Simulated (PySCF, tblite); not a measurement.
# C6H16N2: deprotonation, part 2 of 3

tblite 0.8.0 and PySCF 2.14.0. Atoms count from 0. Earlier steps stand in the parts before.

## (7) Infrared spectrum with GFN2-xTB

The job: settings as JSON, then the geometry in Å.

```
{"job": {"kind": "ir", "xc": "GFN2-xTB", "basis": "xTB"}, "charge": -1, "multiplicity": 1}
C      1.484561     1.255382    -0.872562
N      1.720235    -0.062278    -0.341440
C      2.988502    -0.114197     0.320378
C      0.566723    -0.433467     0.602727
C     -0.523333    -1.048801    -0.272995
N     -1.511371    -0.032819    -0.702551
C     -2.624860    -0.624334    -1.389344
C     -1.922841     0.765468     0.426074
H      1.523574     2.055801    -0.101640
H      0.494380     1.266992    -1.322161
H      2.237225     1.494783    -1.640913
H      3.174672    -1.130241     0.676094
H      3.069794     0.568337     1.198192
H      3.793678     0.158086    -0.380883
H      0.981357    -1.291707     1.195212
H     -1.066817    -1.833846     0.300204
H     -0.164108    -1.511261    -1.214184
H     -3.302338     0.159572    -1.745514
H     -3.214972    -1.319479    -0.751200
H     -2.263848    -1.189439    -2.252350
H     -0.975317     0.863894     0.997540
H     -2.687758     0.267297     1.051803
H     -2.312337     1.731488     0.092033
```

Standard output:

```text
mode    cm-1     km/mol
  1      34.3      2.37
  2      79.7      3.59
  3      85.5      8.93
  4     209.6      7.43
  5     229.7     14.31
  6     239.9     23.88
  7     254.7     11.62
  8     282.6     20.88
  9     305.5      1.23
 10     328.8      6.06
 11     378.7     22.85
 12     383.0      2.68
 13     410.2     19.63
 14     443.5      2.53
 15     541.6     10.08
 16     771.6      8.45
 17     797.7     41.73
 18     907.9     80.22
 19     956.7     22.55
 20    1002.2     52.37
 21    1016.1     17.13
 22    1032.7     35.49
 23    1044.9      6.54
 24    1050.5     30.65
 25    1072.8     16.19
 26    1089.6      4.57
 27    1137.1      3.70
 28    1156.1     12.03
 29    1184.9     21.55
 30    1215.1      6.07
 31    1226.1      6.03
 32    1236.8     12.27
 33    1272.2     39.48
 34    1289.3     36.66
 35    1336.6    110.48
 36    1360.5     40.42
 37    1394.5     41.08
 38    1407.1      8.63
 39    1415.3     14.02
 40    1454.3      7.97
 41    1464.1     18.00
 42    1486.9     14.94
 43    1488.2      3.79
 44    1499.5     11.70
 45    1500.5      3.28
 46    1505.7      1.16
 47    1507.5      1.91
 48    1512.0      3.31
 49    2564.6    448.43
 50    2635.9    194.26
 51    2645.6    158.82
 52    2670.7    117.23
 53    2682.6    364.35
 54    2687.1    243.67
 55    2718.0    268.80
 56    2759.3    315.14
 57    2827.9     19.03
 58    2841.9    378.57
 59    2917.0     33.53
 60    2926.1    216.03
 61    2956.8     91.52
 62    2957.6    110.91
 63    3027.7     25.37
ZPE 519.297  H(298)-E 549.705  G(298)-E 428.495 kJ/mol  S 406.54 J/(mol K)
```

Wall time 0.92 s (1 thread of Arm Neoverse V1, shared host).

Which atoms move in the most intense modes:

```csv
cm⁻¹,km/mol,atoms
2565,448.4,H14 85 %
2636,194.3,H12 80 %
2683,364.4,H8 76 %
2687,243.7,"H18 62 %, H15 11 %, H16 11 %"
2718,268.8,"H16 69 %, H15 21 %"
2759,315.1,H21 88 %
2842,378.6,"H10 51 %, H13 40 %"
2926,216.0,"H22 70 %, H17 22 %"
```

## (8) Relaxing the molecule at PBE0-D3(BJ)/ma-def2-SVP

This step treats C₆H₁₅N₂−, `CN(C)[CH-]CN(C)C`.

The job, as its differences from that of step 7:

```diff
@@ -1,2 +1,2 @@
-{"job": {"kind": "ir", "xc": "GFN2-xTB", "basis": "xTB"}, "charge": -1, "multiplicity": 1}
+{"job": {"xc": "PBE0", "basis": "ma-def2-SVP", "d3": "d3bj", "grid": 1, "kind": "geom"}, "charge": -1, "multiplicity": 1}
 C      1.484561     1.255382    -0.872562
```

Standard output:

```text
step   0  E = -346.43276026  max force = 0.025496
step   1  E = -346.43998451  max force = 0.014642
step   2  E = -346.44104855  max force = 0.006154
step   3  E = -346.44147708  max force = 0.003186
step   4  E = -346.44160274  max force = 0.001293
step   5  E = -346.44166471  max force = 0.000739
step   6  E = -346.44168214  max force = 0.000631
step   7  E = -346.44168650  max force = 0.000304
optimisation converged
```

Run time: 3.2 min. Hardware: 1 thread of Arm Neoverse V1, shared host; peak memory 0.9 GiB.

Relaxation path:

```csv
step,energy from step 0 (eV),largest force component (eV/Å)
0,0.0000,1.3111
1,-0.1966,0.7529
2,-0.2255,0.3165
3,-0.2372,0.1638
4,-0.2406,0.0665
5,-0.2423,0.0380
6,-0.2428,0.0324
7,-0.2429,0.0156
```

Close pairs (by a distance rule), those that changed most:

```csv
bond,before (Å),after (Å),change (Å)
N1–C3,1.536,1.467,-0.070
C3–C4,1.528,1.491,-0.037
C3–H14,1.122,1.101,-0.021
C4–H16,1.108,1.123,+0.015
C7–H21,1.107,1.122,+0.015
C7–H22,1.094,1.106,+0.012
C6–H19,1.093,1.104,+0.011
C0–H9,1.088,1.099,+0.011
```

The end geometry stands in the next job.

```csv
at the end point,value
point group (found at 0.08 Å tolerance),C1
"rotational constants (GHz, main isotopes)","4.114, 1.015, 0.989"
```

## (9) Single point (C6H15N2−, CN(C)[CH-]CN(C)C, multiplicity 1): M06-2X/ma-def2-SVP

Geometry: PBE0-D3(BJ)/ma-def2-SVP.

The job: settings as JSON, then the geometry in Å.

```
{"job": {"kind": "sp", "xc": "M06-2X", "basis": "ma-def2-SVP", "grid": 3}, "charge": -1, "multiplicity": 1}
C      1.510558     1.226647    -0.918526
N      1.747080    -0.086729    -0.376039
C      3.027093    -0.135732     0.259421
C      0.671658    -0.517185     0.523541
C     -0.525431    -1.020591    -0.209182
N     -1.531352    -0.004498    -0.607414
C     -2.573454    -0.556908    -1.412326
C     -2.032626     0.744762     0.507424
H      1.522778     2.012306    -0.117137
H      0.517784     1.262630    -1.387823
H      2.275900     1.477214    -1.679300
H      3.260623    -1.165843     0.578238
H      3.067056     0.512488     1.176956
H      3.821719     0.199503    -0.430466
H      1.063645    -1.312366     1.177243
H     -1.037892    -1.782239     0.434145
H     -0.265924    -1.534842    -1.173763
H     -3.244337     0.235790    -1.788869
H     -3.212038    -1.295889    -0.858222
H     -2.140322    -1.087314    -2.278650
H     -1.160574     1.030721     1.122983
H     -2.722385     0.142017     1.154500
H     -2.582967     1.640946     0.166515
```

Standard output:

```text
coarse grid: 78400 points
cycle   1  E = -346.5686782686  dE =  1.004e+00  |g| = 4.978e-01  |ddm| = 5.372e+00
cycle   2  E = -346.4358576485  dE =  1.328e-01  |g| = 8.210e-01  |ddm| = 3.457e+01
cycle   3  E = -346.6521650602  dE = -2.163e-01  |g| = 1.032e-01  |ddm| = 3.155e+01
cycle   4  E = -346.6550277788  dE = -2.863e-03  |g| = 4.376e-02  |ddm| = 9.558e-01
cycle   5  E = -346.6555869971  dE = -5.592e-04  |g| = 1.456e-02  |ddm| = 5.413e-01
cycle   6  E = -346.6556684056  dE = -8.141e-05  |g| = 4.806e-03  |ddm| = 3.541e-01
cycle   7  E = -346.6556828855  dE = -1.448e-05  |g| = 1.356e-03  |ddm| = 1.804e-01
cycle   8  E = -346.6556855814  dE = -2.696e-06  |g| = 4.228e-04  |ddm| = 9.862e-02
final grid: 259632 points
cycle   9  E = -346.6547085101  dE = -7.735e-06  |g| = 1.947e-03  |ddm| = 6.266e-02
cycle  10  E = -346.6547086614  dE = -1.512e-07  |g| = 1.940e-03  |ddm| = 1.636e-02
cycle  11  E = -346.6547096739  dE = -1.013e-06  |g| = 2.953e-04  |ddm| = 1.096e-02
cycle  12  E = -346.6547096960  dE = -2.213e-08  |g| = 1.187e-04  |ddm| = 2.498e-03
cycle  13  E = -346.6547097014  dE = -5.414e-09  |g| = 1.937e-05  |ddm| = 2.833e-03
converged SCF energy = -346.6547097014
```

Wall time 38 s (1 thread of Arm Neoverse V1, shared host); peak memory 0.73 GiB.

## (10) Single point (C₆H₁₅N₂ radical): M06-2X/ma-def2-SVP

Geometry: PBE0-D3(BJ)/ma-def2-SVP, that of another charge or spin state.

The job, as its differences from that of step 9:

```diff
@@ -1,2 +1,2 @@
-{"job": {"kind": "sp", "xc": "M06-2X", "basis": "ma-def2-SVP", "grid": 3}, "charge": -1, "multiplicity": 1}
+{"job": {"kind": "sp", "xc": "M06-2X", "basis": "ma-def2-SVP", "grid": 3}, "charge": 0, "multiplicity": 2}
 C      1.510558     1.226647    -0.918526
```

Standard output:

```text
final grid: 259632 points
cycle   1  E = -346.5953223211  dE = -1.191e-02  |g| = 3.012e-01  |ddm| = 2.022e+00
cycle   2  E = -346.5943540380  dE =  9.683e-04  |g| = 3.030e-01  |ddm| = 1.157e+00
cycle   3  E = -346.6438311753  dE = -4.948e-02  |g| = 1.536e-02  |ddm| = 6.479e-01
cycle   4  E = -346.6440519182  dE = -2.207e-04  |g| = 8.606e-03  |ddm| = 6.172e-02
cycle   5  E = -346.6441573063  dE = -1.054e-04  |g| = 3.954e-03  |ddm| = 3.821e-02
cycle   6  E = -346.6441947290  dE = -3.742e-05  |g| = 2.345e-03  |ddm| = 2.749e-02
cycle   7  E = -346.6442095997  dE = -1.487e-05  |g| = 1.227e-03  |ddm| = 1.704e-02
cycle   8  E = -346.6442130930  dE = -3.493e-06  |g| = 4.419e-04  |ddm| = 7.762e-03
cycle   9  E = -346.6442136621  dE = -5.691e-07  |g| = 2.222e-04  |ddm| = 3.680e-03
cycle  10  E = -346.6442137293  dE = -6.716e-08  |g| = 9.181e-05  |ddm| = 1.030e-03
cycle  11  E = -346.6442137382  dE = -8.968e-09  |g| = 4.032e-05  |ddm| = 5.870e-04
converged SCF energy = -346.6442137382
```

Run time: 86 s. Hardware: 1 thread of Arm Neoverse V1, shared host; peak memory 0.74 GiB.

## (11) Single point (C6H16N2): M06-2X/ma-def2-SVP in acetone

Geometry: PBE0-D3(BJ)/ma-def2-SVP.

The job: settings as JSON, then the geometry in Å.

```
{"job": {"kind": "sp", "xc": "M06-2X", "basis": "ma-def2-SVP", "grid": 3, "solvent": "acetone"}, "charge": 0, "multiplicity": 1}
C      1.400119     1.251690    -0.817950
N      1.704208    -0.075438    -0.333185
C      3.036470    -0.147150     0.212037
C      0.713033    -0.608077     0.576397
C     -0.584381    -1.068763    -0.075819
N     -1.453185    -0.031943    -0.595750
C     -2.456252    -0.566831    -1.480666
C     -2.028065     0.803464     0.427800
H      1.440745     2.017405    -0.007474
H      0.394341     1.268117    -1.256968
H      2.129536     1.543437    -1.589331
H      3.287821    -1.184467     0.481892
H      3.172072     0.485706     1.120431
H      3.767753     0.190633    -0.538414
H      0.503677     0.097461     1.415214
H      1.146421    -1.503351     1.050113
H     -1.131041    -1.699246     0.667412
H     -0.310645    -1.730200    -0.912861
H     -3.048187     0.250382    -1.920857
H     -3.164074    -1.259618    -0.968522
H     -1.979773    -1.119796    -2.304348
H     -1.244207     1.294559     1.021609
H     -2.681279     0.235097     1.130359
H     -2.637124     1.595652    -0.033543
```

Standard output:

```text
final grid: 269440 points
cycle   1  E = -347.3152521628  dE = -5.318e-04  |g| = 1.623e-02  |ddm| = 4.406e-01
cycle   2  E = -347.3152810934  dE = -2.893e-05  |g| = 1.588e-02  |ddm| = 7.860e-02
cycle   3  E = -347.3153384940  dE = -5.740e-05  |g| = 2.180e-03  |ddm| = 2.987e-02
cycle   4  E = -347.3153403202  dE = -1.826e-06  |g| = 8.606e-04  |ddm| = 1.221e-02
cycle   5  E = -347.3153406428  dE = -3.226e-07  |g| = 2.853e-04  |ddm| = 6.972e-03
cycle   6  E = -347.3153406692  dE = -2.646e-08  |g| = 3.525e-05  |ddm| = 9.315e-04
cycle   7  E = -347.3153406699  dE = -6.556e-10  |g| = 1.823e-05  |ddm| = 2.081e-04
converged SCF energy = -347.3153406699
```

Run time: 39 s. Hardware: 1 thread of Arm Neoverse V1, shared host; peak memory 1.1 GiB.

## (12) Single point (C6H15N2−, CN(C)[CH-]CN(C)C, multiplicity 1): M06-2X/ma-def2-SVP in acetone

Geometry: PBE0-D3(BJ)/ma-def2-SVP.

The job: settings as JSON, then the geometry in Å.

```
{"job": {"kind": "sp", "xc": "M06-2X", "basis": "ma-def2-SVP", "grid": 3, "solvent": "acetone"}, "charge": -1, "multiplicity": 1}
C      1.510558     1.226647    -0.918526
N      1.747080    -0.086729    -0.376039
C      3.027093    -0.135732     0.259421
C      0.671658    -0.517185     0.523541
C     -0.525431    -1.020591    -0.209182
N     -1.531352    -0.004498    -0.607414
C     -2.573454    -0.556908    -1.412326
C     -2.032626     0.744762     0.507424
H      1.522778     2.012306    -0.117137
H      0.517784     1.262630    -1.387823
H      2.275900     1.477214    -1.679300
H      3.260623    -1.165843     0.578238
H      3.067056     0.512488     1.176956
H      3.821719     0.199503    -0.430466
H      1.063645    -1.312366     1.177243
H     -1.037892    -1.782239     0.434145
H     -0.265924    -1.534842    -1.173763
H     -3.244337     0.235790    -1.788869
H     -3.212038    -1.295889    -0.858222
H     -2.140322    -1.087314    -2.278650
H     -1.160574     1.030721     1.122983
H     -2.722385     0.142017     1.154500
H     -2.582967     1.640946     0.166515
```

Standard output:

```text
final grid: 259632 points
cycle   1  E = -346.7393114301  dE = -4.990e-03  |g| = 5.834e-02  |ddm| = 2.212e+00
cycle   2  E = -346.7392304543  dE =  8.098e-05  |g| = 7.173e-02  |ddm| = 5.320e-01
cycle   3  E = -346.7405637360  dE = -1.333e-03  |g| = 5.309e-03  |ddm| = 2.154e-01
cycle   4  E = -346.7405899534  dE = -2.622e-05  |g| = 3.501e-03  |ddm| = 8.785e-02
cycle   5  E = -346.7405963188  dE = -6.365e-06  |g| = 1.153e-03  |ddm| = 4.459e-02
cycle   6  E = -346.7405970121  dE = -6.933e-07  |g| = 4.081e-04  |ddm| = 1.669e-02
cycle   7  E = -346.7405971069  dE = -9.484e-08  |g| = 1.709e-04  |ddm| = 8.530e-03
cycle   8  E = -346.7405971286  dE = -2.170e-08  |g| = 3.502e-05  |ddm| = 5.295e-03
cycle   9  E = -346.7405971302  dE = -1.582e-09  |g| = 1.643e-05  |ddm| = 1.461e-03
converged SCF energy = -346.7405971302
```

It took 43 s on 1 thread of Arm Neoverse V1, shared host; peak memory 1 GiB.

## (13) Single point (C₆H₁₆N₂): M06-2X/ma-def2-SVP in water

Geometry: PBE0-D3(BJ)/ma-def2-SVP.

The job: settings as JSON, then the geometry in Å.

```
{"job": {"kind": "sp", "xc": "M06-2X", "basis": "ma-def2-SVP", "grid": 3, "solvent": "water"}, "charge": 0, "multiplicity": 1}
C      1.400119     1.251690    -0.817950
N      1.704208    -0.075438    -0.333185
C      3.036470    -0.147150     0.212037
C      0.713033    -0.608077     0.576397
C     -0.584381    -1.068763    -0.075819
N     -1.453185    -0.031943    -0.595750
C     -2.456252    -0.566831    -1.480666
C     -2.028065     0.803464     0.427800
H      1.440745     2.017405    -0.007474
H      0.394341     1.268117    -1.256968
H      2.129536     1.543437    -1.589331
H      3.287821    -1.184467     0.481892
H      3.172072     0.485706     1.120431
H      3.767753     0.190633    -0.538414
H      0.503677     0.097461     1.415214
H      1.146421    -1.503351     1.050113
H     -1.131041    -1.699246     0.667412
H     -0.310645    -1.730200    -0.912861
H     -3.048187     0.250382    -1.920857
H     -3.164074    -1.259618    -0.968522
H     -1.979773    -1.119796    -2.304348
H     -1.244207     1.294559     1.021609
H     -2.681279     0.235097     1.130359
H     -2.637124     1.595652    -0.033543
```

Standard output:

```text
final grid: 269440 points
cycle   1  E = -347.3156338127  dE = -6.244e-04  |g| = 1.718e-02  |ddm| = 4.710e-01
cycle   2  E = -347.3156705247  dE = -3.671e-05  |g| = 1.669e-02  |ddm| = 8.796e-02
cycle   3  E = -347.3157340565  dE = -6.353e-05  |g| = 2.367e-03  |ddm| = 3.156e-02
cycle   4  E = -347.3157363772  dE = -2.321e-06  |g| = 9.675e-04  |ddm| = 1.452e-02
cycle   5  E = -347.3157367920  dE = -4.148e-07  |g| = 3.124e-04  |ddm| = 8.089e-03
cycle   6  E = -347.3157368238  dE = -3.176e-08  |g| = 3.890e-05  |ddm| = 1.032e-03
cycle   7  E = -347.3157368246  dE = -8.127e-10  |g| = 2.026e-05  |ddm| = 2.414e-04
converged SCF energy = -347.3157368246
```

Run time: 38 s. Hardware: 1 thread of Arm Neoverse V1, shared host; peak memory 1.1 GiB.

(Part 2 of 3 ends here.)
